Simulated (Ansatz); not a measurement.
# CsMgBiO3 (P1) in Ansatz: convergence with k mesh

Aim: find how far k mesh must go before the results for CsMgBiO3 settle, at PBE. This setting moves, with any that are tied to it; all else stays.

Program: Ansatz 0.2.0. These are calculated values, not measurements. Logs are shortened: lines on timing, memory, paths and dates and some standing lists are left out, and cuts for length are marked.

**1. The cell of the first run**

The typed cell holds 6 atoms: a = 5.323 Å, b = 5.323 Å, c = 5.323 Å, α = 74.73°, β = 74.73°, γ = 74.73°.

The cell comes from a database or a generator and needn't be the stable form of this composition.

The cell isn't the ideal one: atoms moved at random, drawn with an rms of 0.05 Å.

**2. With k mesh 2 × 2 × 2**

input.yaml reads:

```yaml
crystal:
  lattice:
    - [3.2305168867, 1.8651397941, 3.7970092083]
    - [-3.2305168867, 1.8651397941, 3.7970092083]
    - [0.0, -3.7302795883, 3.7970092083]
  atoms:
    - { symbol: Bi, position: [0.558964, 0.561012, 0.564761] }
    - { symbol: Cs, position: [0.912396, 0.922945, 0.913692] }
    - { symbol: Mg, position: [0.302543, 0.303863, 0.295201] }
    - { symbol: O, position: [0.983755, 0.494859, 0.488616] }
    - { symbol: O, position: [0.488806, 0.48653, 0.98775] }
    - { symbol: O, position: [0.482591, 0.979562, 0.493501] }
hamiltonian:
  xc: pbe
  pseudopotentials: { kind: paw, level: accurate }
kpoints:
  mp_grid: { grid: [2, 2, 2] }
scf:
  occupations: { method: fermi_dirac, width: 0.05 }
output:
  forces: true
  stress: true
  eigenvalues: true
```

Potentials or basis: Ansatz PAW earlier set.

Command:

```sh
$ ansatz run input.yaml --threads 2 --pin off --max-ram 5632MiB --backend cpu --events-out ev --progress --plain --runs-dir out
```

Output:

```text
Warning: RAYON_NUM_THREADS=2 ignored (pool sized by the plan → 2); use --threads N
Engine: ansatz 0.2.0, aarch64-unknown-linux-gnu
Pseudopotentials: kind: paw, level: accurate
Pseudopotential: Bi, paw, valence charge 23, recommended cutoff 600 eV (high), Bi.paw.azcp
Pseudopotential: Cs, paw, valence charge 9, recommended cutoff 650 eV (high), Cs.paw.azcp
Pseudopotential: Mg, paw, valence charge 10, recommended cutoff 760 eV (high), Mg.paw.azcp
Pseudopotential: O, paw, valence charge 6, recommended cutoff 900 eV (normal), O.paw.azcp#accurate
Functional definition: PBE
  parameter kappa = 0.804
  parameter beta = 0.06672455060314922
  exchange = pbe_x(kappa = kappa, mu = beta*pi^2/3)
  correlation = pbe_c(beta = beta)
Crystal: 6 atoms, lattice volume = 137.270 Å³
Basis set: ecut = 900 eV, 8377 PW (Γ), exchange–correlation on 108×108×108 points (8 copies of the dense FFT grid, shifted against one another)
Bands: 36, of which v1, the nominal top of the filled ones, is band 30 counted from 1 (29 counted from 0)
Symmetry: 1 space group operations
Space group: P1 (ITA 1), of the structure as read, at distance tolerance 5.2e-5 Å
k-points: 8
Non-local potential: Bi, projectors of the file, l = 0: 3, l = 1: 3, l = 2: 3, l = 3: 2
Non-local potential: Cs, projectors of the file, l = 0: 3, l = 1: 2, l = 2: 2, l = 3: 3
Non-local potential: Mg, projectors of the file, l = 0: 2, l = 1: 3, l = 2: 1, l = 3: 1
Non-local potential: O, projectors of the file, l = 0: 2, l = 1: 2, l = 2: 2, l = 3: 1
PAW form: soft (Blöchl's): semilocal exchange-correlation on the pseudo side does not see the compensation charge
PAW one-centre angular grid: Bi, 590 points (default); XC on 64 Gauss nodes
PAW one-centre angular grid: Cs, 194 points (default); XC on 64 Gauss nodes
PAW one-centre angular grid: Mg, 194 points (default); XC on 64 Gauss nodes
PAW one-centre angular grid: O, 194 points (default); XC on 64 Gauss nodes
Initial density: superposition of atomic densities (chi_scale 0.1, normalization cell, long waves kept (reshape's long-wave potential 0.00 eV rms))
Initial wavefunctions: pseudopotential atomic-orbital guess
Functional: x = pbe(κ = 0.804, μ = 0.2195149727645171), c = pbe(β = 0.06672455060314922)
SCF iter   1: F=—  HF=-25398.266616 eV  |F-HF|=—  |Δ(HF+E_count)|=         —  Δρ=4.73e-2  dr2=2.96e0  ethr=3.10e-3  ⟨swp⟩=15.2  Hψ=2142  notcnv=0
preconditioner: auto → Resta (q_TF=auto, 2.377 Å⁻¹)  ε∞=3.6  [insulator: Δε(μ)=2.419 eV  Ē_g=11.051 eV  σ=0.050 eV  W_gap=1.00  n_scr=26 (ndim 8)  ℏωp=17.9 eV  f_vac=0.063  D(μ)=0.00/eV (n_scr^D=0)  ε∞_Penn≈3.6]
SCF iter   2: F=—  HF=-25397.442800 eV  |F-HF|=—  |Δ(HF+E_count)|=   8.24e-1  Δρ=2.19e-2  dr2=8.76e-1  ethr=3.10e-3  ⟨swp⟩=4.2  Hψ=662  notcnv=0  defer=13
SCF iter   3: F=—  HF=-25397.223716 eV  |F-HF|=—  |Δ(HF+E_count)|=   2.19e-1  Δρ=1.26e-2  dr2=1.89e-1  ethr=1.46e-3  ⟨swp⟩=5.9  Hψ=702  notcnv=0  defer=13
SCF iter   4: F=—  HF=-25397.216217 eV  |F-HF|=—  |Δ(HF+E_count)|=   7.50e-3  Δρ=7.11e-3  dr2=7.22e-2  ethr=3.15e-4  ⟨swp⟩=5.2  Hψ=669  notcnv=0  defer=14
SCF iter   5: F=—  HF=-25397.213493 eV  |F-HF|=—  |Δ(HF+E_count)|=   2.72e-3  Δρ=2.25e-3  dr2=9.01e-3  ethr=1.20e-4  ⟨swp⟩=4.0  Hψ=537  notcnv=0  defer=15
SCF iter   6: F=—  HF=-25397.217107 eV  |F-HF|=—  |Δ(HF+E_count)|=   3.61e-3  Δρ=1.77e-3  dr2=4.05e-3  ethr=1.50e-5  ⟨swp⟩=3.8  Hψ=618  notcnv=0  defer=15
SCF iter   7: F=—  HF=-25397.217404 eV  |F-HF|=—  |Δ(HF+E_count)|=   2.97e-4  Δρ=3.93e-4  dr2=2.17e-4  ethr=6.76e-6  ⟨swp⟩=2.9  Hψ=455  notcnv=0  defer=15
SCF iter   8: F=—  HF=-25397.217767 eV  |F-HF|=—  |Δ(HF+E_count)|=   3.63e-4  Δρ=2.16e-4  dr2=4.33e-5  ethr=3.61e-7  ⟨swp⟩=3.8  Hψ=695  notcnv=0  defer=15
SCF iter   9: F=—  HF=-25397.217468 eV  |F-HF|=—  |Δ(HF+E_count)|=   2.99e-4  Δρ=8.30e-5  dr2=8.98e-6  ethr=7.22e-8  ⟨swp⟩=3.4  Hψ=552  notcnv=0  defer=15
SCF iter  10: F=—  HF=-25397.217474 eV  |F-HF|=—  |Δ(HF+E_count)|=   6.06e-6  Δρ=1.06e-4  dr2=1.41e-5  ethr=1.50e-8  ⟨swp⟩=3.5  Hψ=567  notcnv=0  defer=15
SCF iter  11: F=—  HF=-25397.217472 eV  |F-HF|=—  |Δ(HF+E_count)|=   1.72e-6  Δρ=1.33e-5  dr2=2.65e-7  ethr=1.50e-8  ⟨swp⟩=2.9  Hψ=447  notcnv=0  defer=15
SCF iter  12: F=-25397.217473 eV  HF=-25397.217473 eV  |F-HF|=1.28e-8  |Δ(HF+E_count)|=   2.23e-7  Δρ=3.12e-6  dr2=1.17e-8  ethr=1.67e-10  ⟨swp⟩=21.8  Hψ=2192  notcnv=0
SCF 1 converged in 12 iterations: F = -25397.217473 eV  dr2 = 1.17e-8
SCF converged after 12 iterations
Free energy (F): -25397.217473 eV
Harris-Foulkes:  -25397.217473 eV  (|F-HF|=1.28e-8)
Internal energy: -25397.217473 eV  (E = F + TS)
E sigma→0 (E₀):  -25397.217473 eV
Fermi energy:    6.703910 eV
--- Per-component energies (eV) ---
  E_band       = -1371.760068
  E_kinetic    = 1667.669396
  E_local      = -10693.923593  (includes V_loc(G=0)·N_el)
  E_nonlocal   = 1497.298309
  E_hartree    = 4060.127785
  E_xc         = -1215.284335
  E_vxc        = -798.469778  (∫ρ·V_xc dr)
  E_paw        = -16201.586597  (= ΣΔE_a, less E_core_relax)
  E_vpaw       = -1164.583876  (= ΣTr[D̂ρ^β], less what the cores' own moments, if any, meet on the grid)
  E_core_relax = -0.000340  (the energy of the cores' relaxation)
  E_aug_tail   = 0.000127  (compensation charges beyond the density's cutoff)
  E_ewald      = -4511.518224
  E_smearing   = -0.000000  (= −TS)
  E_closure    = -0.000000  (closes the sum)
  Σ components = -25397.217473   (vs F -25397.217473, Δ=0.00e0)
--- Forces (eV/Å), atoms counted from 1 ---
  atom   1  Bi     0.18456353     0.09324368     1.47829980
  atom   2  Cs     0.06927071    -0.03057931    -0.05935357
  atom   3  Mg    -0.02273437    -0.85344704    -0.16498188
  atom   4  O     -0.38562700    -0.23170404    -0.52457882
  atom   5  O      0.00632084     1.09823298    -0.36527929
  atom   6  O      0.14818520    -0.07575380    -0.36413119
  max |Σ_I F_I| component: 2.49e-5 eV/Å
--- Stress (GPa, compression-positive) ---
       -1.236807      -0.119469      -0.283653
       -0.119469       0.133092       0.123649
       -0.283655       0.123649       1.127215
  P = ⅓ Tr σ = 0.0078 GPa (0.078 kbar)
--- Band table (eV; the first three rows and the last of 8) ---
  k-point 0: bands = ["-147.0534", "-85.1971", "-85.1884", "-85.1826", "-68.2345", "-35.1339", "-34.9382", "-34.9364", "-16.8731", "-16.8493", "-16.6881", "-16.6519", "-16.6443", "-15.1504", "-11.6148", "-10.5458", "-10.4450", "-3.4252", "-2.1331", "-2.1021", "-1.9199", "1.5455", "2.0029", "2.0671", "3.7660", "3.8203", "3.8777", "4.2562", "4.2607", "4.6533", "8.4701", "10.1682", "10.2040", "10.7696", "10.8583", "10.8929"]
  k-point 1: bands = ["-147.0534", "-85.1971", "-85.1884", "-85.1826", "-68.2345", "-35.1339", "-34.9382", "-34.9365", "-16.8698", "-16.8454", "-16.6883", "-16.6522", "-16.6450", "-15.1350", "-11.4847", "-10.7504", "-10.4555", "-3.6093", "-2.0793", "-1.9841", "-1.8961", "1.3740", "2.1050", "2.8082", "3.3788", "3.8067", "3.8746", "4.1130", "4.3774", "4.5034", "8.5583", "9.9980", "10.2970", "10.6410", "11.4254", "11.7081"]
  k-point 2: bands = ["-147.0534", "-85.1971", "-85.1884", "-85.1826", "-68.2345", "-35.1339", "-34.9382", "-34.9364", "-16.8673", "-16.8483", "-16.6881", "-16.6525", "-16.6446", "-15.1344", "-11.5009", "-10.7109", "-10.4779", "-3.6165", "-2.0595", "-1.9859", "-1.8959", "1.3533", "2.0863", "2.8370", "3.3730", "3.7754", "3.8707", "4.1671", "4.3346", "4.5238", "8.5945", "10.0076", "10.2841", "10.5801", "11.4198", "11.7009"]
  k-point 7: bands = ["-147.0534", "-85.1971", "-85.1884", "-85.1826", "-68.2345", "-35.1339", "-34.9382", "-34.9365", "-16.8610", "-16.8369", "-16.6921", "-16.6524", "-16.6448", "-15.1264", "-11.5071", "-10.6184", "-10.5180", "-4.2726", "-2.1806", "-2.1562", "-2.0746", "2.2556", "2.5831", "2.6625", "3.9672", "4.0036", "4.2990", "4.3123", "4.7242", "5.4519", "7.9569", "8.1669", "8.2241", "9.7875", "12.9180", "12.9887"]
```

It took 6.7 s on 2 threads of Arm Neoverse V1, shared host; peak memory 0.69 GiB.

What came out:

- Free energy: -25397.2175 eV
- Pressure: 0.0 GPa
- Largest force: 1.493 eV/Å
- Band gap on the k mesh: 2.51 eV, direct

**3. With k mesh 3 × 3 × 3**

Changes to input.yaml since step 2:

```diff
@@ -16,3 +16,3 @@
 kpoints:
-  mp_grid: { grid: [2, 2, 2] }
+  mp_grid: { grid: [3, 3, 3] }
 scf:
```

Potentials or basis: Ansatz PAW earlier set.

Command:

```sh
$ ansatz run input.yaml --threads 2 --pin off --max-ram 5632MiB --backend cpu --events-out ev --progress --plain --runs-dir out
```

It took 20 s on 2 threads of Arm Neoverse V1, shared host; peak memory 0.63 GiB.

Results:

* Free energy: -25397.4468 eV
* Pressure: -0.4 GPa
* Largest force: 1.182 eV/Å
* Band gap on the k mesh: 3.40 eV, direct

**4. With k mesh 4 × 4 × 4**

Changes to input.yaml since step 3:

```diff
@@ -16,3 +16,3 @@
 kpoints:
-  mp_grid: { grid: [3, 3, 3] }
+  mp_grid: { grid: [4, 4, 4] }
 scf:
```

Command:

```sh
$ ansatz run input.yaml --threads 2 --pin off --max-ram 5632MiB --backend cpu --events-out ev --progress --plain --runs-dir out
```

It took 46 s on 2 threads of Arm Neoverse V1, shared host; peak memory 0.8 GiB.

Results:

```yaml
Free_energy: -25397.4216 eV
Pressure: -0.3 GPa
Largest_force: 1.180 eV/Å
Band_gap_on_the_k_mesh: 2.55 eV, direct
```

**5. With k mesh 5 × 5 × 5**

Changes to input.yaml since step 4:

```diff
@@ -16,3 +16,3 @@
 kpoints:
-  mp_grid: { grid: [4, 4, 4] }
+  mp_grid: { grid: [5, 5, 5] }
 scf:
```

Command:

```sh
$ ansatz run input.yaml --threads 2 --pin off --max-ram 5632MiB --backend cpu --events-out ev --progress --plain --runs-dir out
```

Run time: 89 s. Hardware: 2 threads of Arm Neoverse V1, shared host; peak memory 1 GiB.

It converged, with:

```yaml
Free_energy: -25397.4254 eV
Pressure: -0.3 GPa
Largest_force: 1.181 eV/Å
Band_gap_on_the_k_mesh: 2.74 eV, direct
```

**6. With k mesh 6 × 6 × 6**

Changes to input.yaml since step 5:

```diff
@@ -16,3 +16,3 @@
 kpoints:
-  mp_grid: { grid: [5, 5, 5] }
+  mp_grid: { grid: [6, 6, 6] }
 scf:
```

Potentials or basis: Ansatz PAW earlier set.

Command:

```sh
$ ansatz run input.yaml --threads 2 --pin off --max-ram 5632MiB --backend cpu --events-out ev --progress --plain --runs-dir out
```

Run time: 2.7 min. Hardware: 2 threads of Arm Neoverse V1, shared host; peak memory 1.4 GiB.

Results (log left out):

* Free energy: -25397.4248 eV
* Pressure: -0.3 GPa
* Largest force: 1.180 eV/Å
* Band gap on the k mesh: 2.53 eV, indirect (least direct gap 2.55 eV)

**7. With k mesh 7 × 7 × 7**

Changes to input.yaml since step 6:

```diff
@@ -16,3 +16,3 @@
 kpoints:
-  mp_grid: { grid: [6, 6, 6] }
+  mp_grid: { grid: [7, 7, 7] }
 scf:
```

Command:

```sh
$ ansatz run input.yaml --threads 2 --pin off --max-ram 5632MiB --backend cpu --events-out ev --progress --plain --runs-dir out
```

Run time: 4.1 min. Hardware: 2 threads of Arm Neoverse V1, shared host; peak memory 1.9 GiB.

It converged, with:

```yaml
Free_energy: -25397.4249 eV
Pressure: -0.3 GPa
Largest_force: 1.181 eV/Å
Band_gap_on_the_k_mesh: 2.57 eV, direct
```

**8. With k mesh 9 × 9 × 9**

Changes to input.yaml since step 7:

```diff
@@ -16,3 +16,3 @@
 kpoints:
-  mp_grid: { grid: [7, 7, 7] }
+  mp_grid: { grid: [9, 9, 9] }
 scf:
```

Command:

```sh
$ ansatz run input.yaml --threads 2 --pin off --max-ram 5632MiB --backend cpu --events-out ev --progress --plain --runs-dir out
```

Wall time 7 min (2 threads of Arm Neoverse V1, shared host).

The calculation hadn't finished when its time ran out.

**9. The series at a glance**

```csv
k mesh,"energy less the tightest run, at zero smearing (meV/atom)",pressure (GPa),largest force (eV/Å),gap on the mesh (eV),SCF cycles,CPU time (s),peak memory (GiB)
2 × 2 × 2,34.57,0.01,1.493,2.505,12,13,0.69
3 × 3 × 3,-3.66,-0.37,1.182,3.401,11,40,0.63
4 × 4 × 4,0.55,-0.32,1.180,2.548,12,92,0.8
5 × 5 × 5,-0.09,-0.33,1.181,2.738,12,180,1
6 × 6 × 6,0.02,-0.33,1.180,2.525,13,320,1.4
7 × 7 × 7,0.00,-0.33,1.181,2.572,12,490,1.9
9 × 9 × 9,timed out after 420 s,-,-,-,-,-,-
```

Against the tightest run, the energy stays within 1 meV/atom from 4 × 4 × 4 on; the pressure stays within 0.1 GPa from 3 × 3 × 3 on; the largest force stays within 0.005 eV/Å from 3 × 3 × 3 on. Not settled before the last step: the gap on the mesh (to 0.01 eV). Meshes of other sizes hit other points, so gaps and Fermi surfaces needn't settle smoothly. The tightest run that finished is the yardstick and may itself not be fully converged.

Caveats: odd divisions of the mesh miss points on the zone boundary, where band edges often lie, so the gap on the mesh can be too wide; spin-orbit coupling is left out, which as a rule narrows the gap of such compounds by several tenths of an eV.
